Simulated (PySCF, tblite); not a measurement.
# C₄H₄F₄: geometry, infrared bands and NMR shifts

Wanted: the infrared bands and NMR shifts of C₄H₄F₄ (`FC/C=C(\F)C(F)F`), by calculation.

Computed with tblite 0.8.0 and PySCF 2.14.0, with density-fitted response routines of our own, on a single molecule in the gas phase. Atoms count from 0, in the outputs and in this text.

### 1 The molecule as given

12 atoms, charge 0, multiplicity 1; geometry from: force field or distance geometry start.

Bonds of the start (Å): F0–C1 1.38, C1–C2 1.49, C2–C3 1.34, C3–F4 1.38, C3–C5 1.47, C5–F6 1.38, C5–F7 1.40, C1–H8 1.14, C1–H9 1.09, C2–H10 1.09, C5–H11 1.12.

### 2 Geometry optimisation with GFN2-xTB

The job: settings as JSON, then the geometry in Å.

```
{"job": {"kind": "relax", "xc": "GFN2-xTB", "basis": "xTB"}, "charge": 0, "multiplicity": 1}
F      2.398900     1.243700    -0.531400
C      1.908500     0.026400    -0.111100
C      0.468900     0.010300    -0.486200
C     -0.477400    -0.109100     0.450400
F     -0.117000    -0.243800     1.779200
C     -1.899400    -0.124500     0.072900
F     -2.113300     0.013800    -1.283000
F     -2.451000     1.013400     0.668200
H      2.008700    -0.076400     1.018800
H      2.470000    -0.798700    -0.545400
H      0.160100     0.111200    -1.531700
H     -2.355800    -1.066900     0.473300
```

Command:

```console
$ OMP_NUM_THREADS=1 python probes_run.py task.json out
```

This one command runs all jobs of the session in turn.

**Question.** This job is followed by: GFN2-xTB harmonic vibrations, gas phase; GIAO PBE0/pcSseg-1 NMR shielding, non-relativistic, gas phase. Predict these results of the whole session: strongest single infrared mode (GFN2-xTB); zero-point energy (GFN2-xTB); 13C shifts against TMS (PBE0/pcSseg-1); 1H shifts against TMS (PBE0/pcSseg-1, means over atoms taken as alike); 19F shifts against CFCl3 (PBE0/pcSseg-1, means over atoms taken as alike).

As calculated:

| quantity | value |
| --- | --- |
| strongest single infrared mode (GFN2-xTB) | 1016 cm⁻¹, 202 km/mol |
| zero-point energy (GFN2-xTB) | 46.6 kcal/mol |
| 13C shifts against TMS (PBE0/pcSseg-1) | 164.3, 122.3, 117.4, 81.4 ppm |
| 1H shifts against TMS (PBE0/pcSseg-1, means over atoms taken as alike) | 6.40, 6.27, 5.74 ppm |
| 19F shifts against CFCl3 (PBE0/pcSseg-1, means over atoms taken as alike) | -116.4, -123.6, -262.6 ppm |

**Reading.** The optimisation took 65 steps and gained 0.471 eV; among the close pairs (by a distance rule), C5–F7 changed most, from 1.398 to 1.355 Å. The lowest mode is slightly imaginary (13i cm⁻¹), a soft motion within the noise of the Hessian, so the minimum is not strictly shown. The strongest single mode, at 1016 cm⁻¹, moves mainly C5. GFN2-xTB is a fitted tight-binding method: band positions and strengths are rough. Its intensities can rank the bands wrongly. H11 (hydrogen on an allylic sp3 CH bonded to 2 F) lies farthest downfield among hydrogen, at 6.40 ppm; its carbon carries F, hence the downfield position.
